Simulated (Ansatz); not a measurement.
# FGeH2S+ (SMILES [F][GeH+][SH]): one structure at several levels

The atoms stand at a structure displaced at random from a GFN2-xTB minimum. How far do the functionals agree with CCSD(T) there?

Method: single points in def2-TZVPP; program: Ansatz 0.2.0, Gaussian basis.

Cores are frozen in the correlated methods. Filled d shells of the heavier atoms are correlated. B3LYP uses VWN-RPA correlation.

### Step 1. Starting geometry

SMILES `[F][GeH+][SH]`, 5 atoms, charge 1, spin multiplicity 1.

Atoms are counted from 1 here; the program's logs count them from 0.

Bond lengths: F1–Ge2 1.728 Å, Ge2–S3 2.186 Å, Ge2–H4 1.473 Å, S3–H5 1.342 Å. Angles: F1–Ge2–S3 106.7°, F1–Ge2–H4 100.2°, S3–Ge2–H4 153.1°, Ge2–S3–H5 93.8°.

Coordinates:

```xyz
5
FGeH2S
F    -1.0623   -1.0675    1.3382
Ge   -0.4166   -0.3195   -0.0795
S     1.2346    0.9532    0.5769
H    -1.3208   -0.8745   -1.1016
H     1.5108    1.3867   -0.6624
```

### Step 2. CCSD(T)/def2-TZVPP

Contents of run/in.yaml:

```yaml
crystal:
  periodic: [false, false, false]
  atoms:
    - {symbol: F, position_ang: [-1.062300, -1.067500, 1.338200]}
    - {symbol: Ge, position_ang: [-0.416600, -0.319500, -0.079500]}
    - {symbol: S, position_ang: [1.234600, 0.953200, 0.576900]}
    - {symbol: H, position_ang: [-1.320800, -0.874500, -1.101600]}
    - {symbol: H, position_ang: [1.510800, 1.386700, -0.662400]}
basis:
  gaussian: {orbitals: def2-TZVPP}
total_charge: 1
correlation: {method: ccsd_t}
output: {forces: true}
```

No record of the launch command was kept for these runs.

### Step 3. PBE0-D4/def2-TZVPP

run/in.yaml, as its differences from that of step 2:

```diff
@@ -11,3 +11,3 @@
 total_charge: 1
-correlation: {method: ccsd_t}
-output: {forces: true}
+hamiltonian: {xc: pbe0, dispersion: d4}
+output: {forces: true, orbitals: {seedname: orbitals}}
```

### Step 4. wB97M-V/def2-TZVPP

run/in.yaml, as its differences from that of step 3:

```diff
@@ -11,3 +11,3 @@
 total_charge: 1
-hamiltonian: {xc: pbe0, dispersion: d4}
-output: {forces: true, orbitals: {seedname: orbitals}}
+hamiltonian: {xc: {name: wB97M-V}}
+output: {forces: true}
```

### Step 5. r2SCAN-D4/def2-TZVPP

run/in.yaml, as its differences from that of step 4:

```diff
@@ -11,3 +11,3 @@
 total_charge: 1
-hamiltonian: {xc: {name: wB97M-V}}
+hamiltonian: {xc: r2scan, dispersion: d4}
 output: {forces: true}
```

### Step 6. PBE-D4/def2-TZVPP

run/in.yaml, as its differences from that of step 5:

```diff
@@ -11,3 +11,3 @@
 total_charge: 1
-hamiltonian: {xc: r2scan, dispersion: d4}
+hamiltonian: {xc: pbe, dispersion: d4}
 output: {forces: true}
```

### Step 7. B3LYP-D4/def2-TZVPP

run/in.yaml, as its differences from that of step 6:

```diff
@@ -11,3 +11,3 @@
 total_charge: 1
-hamiltonian: {xc: pbe, dispersion: d4}
+hamiltonian: {xc: {name: B3LYP}, dispersion: d4}
 output: {forces: true}
```

### Step 8. SPW92/def2-TZVPP

run/in.yaml, as its differences from that of step 7:

```diff
@@ -11,3 +11,3 @@
 total_charge: 1
-hamiltonian: {xc: {name: B3LYP}, dispersion: d4}
+hamiltonian: {xc: lda}
 output: {forces: true}
```

(Steps that only read results are left out.)

**Question.** What will these runs give? Wanted: energy less free atoms, CCSD(T)/def2-TZVPP; RMS force component; RMS force error; HOMO and LUMO, PBE0-D4; T1 diagnostic.

As calculated:

| quantity | value |
| --- | --- |
| energy less free atoms, CCSD(T)/def2-TZVPP | -138.0 kcal/mol |
| RMS force component | 0.777 to 0.992 eV/Å over the methods |
| RMS force error | PBE0-D4 0.093, wB97M-V 0.077, r2SCAN-D4 0.087, PBE-D4 0.345, B3LYP-D4 0.162, SPW92 0.249 eV/Å |
| HOMO and LUMO, PBE0-D4 | -14.67 and -8.87 eV |
| T1 diagnostic | 0.016 |

What this shows: Against CCSD(T) the functionals' energies less atoms differ by -66.7 to -2.7 kcal/mol, PBE-D4 by -16.4 kcal/mol. A larger basis would deepen the CCSD(T) value, while the functionals are nearly converged already, so the order here is not reliable. On forces the order runs from wB97M-V to PBE-D4. Frozen-core CCSD(T) forces in triple zeta carry basis errors of their own, and this is one geometry, so small gaps rank nothing.
